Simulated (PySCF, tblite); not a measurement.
**C8H6FO radical: geometry, infrared bands and EPR parameters**

Wanted: the infrared bands and EPR parameters of C8H6FO radical (`C=[C]c1c(O)cccc1F`), by calculation.

The runs use tblite 0.8.0 and PySCF 2.14.0, with density-fitted response routines of our own; the level of theory stands in each step. All values are computed, except where a source is named. Atoms are numbered from 0 throughout.

**1. The molecule as given**

16 atoms, charge 0, multiplicity 2; geometry from: force field or distance geometry start.

Bonds of the start (Å): C0–C1 1.33, C1–C2 1.44, C2–C3 1.38, C3–O4 1.41, C3–C5 1.39, C5–C6 1.38, C6–C7 1.39, C7–C8 1.38, C8–F9 1.37, C8–C2 1.38, C0–H10 1.08, C0–H11 1.09, O4–H12 1.02, C5–H13 1.09, C6–H14 1.09, C7–H15 1.11.

**2. Relaxing the molecule with GFN2-xTB**

What the job is given:

```
{"job": {"kind": "relax", "xc": "GFN2-xTB", "basis": "xTB"}, "charge": 0, "multiplicity": 2}
C      2.662900     0.967700     0.128200
C      1.590700     1.009100     0.918100
C      0.337700     0.429300     0.492100
C      0.207100    -0.875600     0.053800
O      1.360800    -1.682300     0.067800
C     -1.019000    -1.384200    -0.348200
C     -2.154000    -0.598800    -0.349500
C     -2.044200     0.713700     0.080000
C     -0.816700     1.190200     0.481300
F     -0.725500     2.487500     0.900400
H      3.565900     1.416600     0.524300
H      2.622600     0.522200    -0.864400
H      1.560600    -2.112200    -0.840800
H     -1.089800    -2.421500    -0.681200
H     -3.118400    -1.005000    -0.669900
H     -2.948200     1.352500     0.096800
```

Run with:

```
$ OMP_NUM_THREADS=1 python probes_run.py task.json out
```

The driver reads the jobs from task.json and runs them one after another.

**Question.** This job is followed by: GFN2-xTB harmonic vibrations, gas phase; UKS B3LYP, pcH-1 on C F H O, non-relativistic, mean-field spin-orbit, GIAO. What will the session give for the following? strongest single infrared mode (GFN2-xTB); zero-point energy (GFN2-xTB); g(iso) (B3LYP); ⟨S²⟩; largest a(iso) (averaged by class); potential on the surface of density 0.002 e/bohr³, 1st and 99th percentile.

The runs gave:

| quantity | value |
| --- | --- |
| strongest single infrared mode (GFN2-xTB) | 1450 cm⁻¹, 225 km/mol |
| zero-point energy (GFN2-xTB) | 69.8 kcal/mol |
| g(iso) (B3LYP) | 2.00273 |
| ⟨S²⟩ | 0.782 (exact 0.75) |
| largest a(iso) (averaged by class) | 1H on H10, H11, 121.6 MHz |
| potential on the surface of density 0.002 e/bohr³, 1st and 99th percentile | -1.25 V and 2.67 V |

The optimisation took 87 steps and gained 1.136 eV; among the close pairs (by a distance rule), C1–C2 changed most, from 1.445 to 1.348 Å. No mode is imaginary among the 42: a minimum at this level. The strongest single mode, at 1450 cm⁻¹, has its largest shares on C7, C3, C8 and C5 (the list is cut at 4 atoms). Unscaled tight-binding wavenumbers are off by several per cent, some by more. Its intensities can rank the bands wrongly. C1 carries the largest spin population, 0.64 e. The isotropic g lies 0.4 ppt above the free-electron value. The conformer search found further structures of the same energy, which may be mirror or relabelled copies of this one.
